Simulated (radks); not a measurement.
# Zr⁻ inside a hard spherical wall

What does compression do to the levels of Zr⁻? A hard sphere of shrinking radius stands in for pressure; the configuration is held at [Kr] 4d3 5s2.

Program: radks (a radial shooting solver on a logarithmic mesh, Libxc functionals) version 1. Level of theory: scalar-relativistic Kohn-Sham, LDA (Slater exchange, Perdew-Wang correlation), spin-polarised, spherical densities, finite nucleus; open shells are filled with parallel spins first. These are calculated values, not measurements, unless marked.

## (1) Starting point

```
element            : zirconium (Z = 40)
charge             : -1
electrons          : 41
configuration      : [Kr] 4d3 5s2
nuclear rms radius : 4.2694 fm
```

Outer shells as boxes (Hund's rule):

Zr⁻
```
[Kr] core
4d [↑ ][↑ ][↑ ][  ][  ]
5s [↑↓]
```

## (2) Wall at 12 bohr

The run's settings:

```text
Z 40
configuration [Kr] 4d3 5s2 5p0 6s0 4f0
relativity scalar-relativistic
functional lda,pw
spin polarised
nucleus finite rms 4.2694 fm
wall 12 bohr
c 137.035999084
```

Command:

```console
> python run_ks.py task.json out
```

The same process makes all the runs of this session.

## (3) Wall at 10 bohr

Input: that of step 2 with these lines changed.

```diff
@@ -6,3 +6,3 @@
 nucleus finite rms 4.2694 fm
-wall 12 bohr
+wall 10 bohr
 c 137.035999084
```

## (4) Wall at 8 bohr

Input: that of step 3 with these lines changed.

```diff
@@ -6,3 +6,3 @@
 nucleus finite rms 4.2694 fm
-wall 10 bohr
+wall 8 bohr
 c 137.035999084
```

## (5) Wall at 6 bohr

Input: that of step 4 with these lines changed.

```diff
@@ -6,3 +6,3 @@
 nucleus finite rms 4.2694 fm
-wall 8 bohr
+wall 6 bohr
 c 137.035999084
```

## (6) Wall at 5 bohr

Input: that of step 5 with these lines changed.

```diff
@@ -6,3 +6,3 @@
 nucleus finite rms 4.2694 fm
-wall 6 bohr
+wall 5 bohr
 c 137.035999084
```

## (7) Wall at 3.5 bohr

Input: that of step 6 with these lines changed.

```diff
@@ -6,3 +6,3 @@
 nucleus finite rms 4.2694 fm
-wall 5 bohr
+wall 3.5 bohr
 c 137.035999084
```

## (8) Wall at 2.5 bohr

Input: that of step 7 with these lines changed.

```diff
@@ -6,3 +6,3 @@
 nucleus finite rms 4.2694 fm
-wall 3.5 bohr
+wall 2.5 bohr
 c 137.035999084
```

## (9) Wall at 2 bohr

Input: that of step 8 with these lines changed.

```diff
@@ -6,3 +6,3 @@
 nucleus finite rms 4.2694 fm
-wall 2.5 bohr
+wall 2 bohr
 c 137.035999084
```

## (10) Wall at 1.5 bohr

Input: that of step 9 with these lines changed.

```diff
@@ -6,3 +6,3 @@
 nucleus finite rms 4.2694 fm
-wall 2 bohr
+wall 1.5 bohr
 c 137.035999084
```

**Question.** What will these runs give? Wanted: for each run, R; E − E(widest); ε(4d); ε(5p, empty); ε(6s, empty); ε(4f, empty); pressure.

The runs gave:

```
R (bohr)  E − E(widest) (eV)  ε(4d) (eV)  ε(5p, empty) (eV)  ε(6s, empty) (eV)  ε(4f, empty) (eV)  pressure (GPa)
      12               0.000       1.987              2.542              4.103              5.998          0.0351
      10               0.229       2.402              3.104              5.919              7.808           0.174
       8               1.100       3.393              4.432             10.015             11.003            1.11
       6               5.174       6.071              8.392             21.377             17.683            10.1
       5              12.195       9.085             13.598             35.309             24.196            37.9
     3.5              56.855      20.643             38.519             95.029             45.199             481
     2.5              232.87      48.873             107.53             240.88             84.515            5308
       2              576.04      89.848             209.26             441.38             131.75           24543
     1.5              1729.6      199.64             475.29             942.29             237.11          162598
```

What this shows: Eigenvalues are for spin up. At the tightest wall, 1.5 bohr, the energy stands 1729.6 eV above the widest wall (12 bohr) and the pressure, −dE/dV, is 162598 GPa. Of the levels in the table that exist at both ends, 6s (empty) rises most from the widest wall (12 bohr) (938.19 eV). From R = 12 bohr inwards the highest occupied level lies above zero, in an anion first from self-interaction, then from the wall. Shells are not refilled when levels cross, and a hard wall is a model, not a crystal.
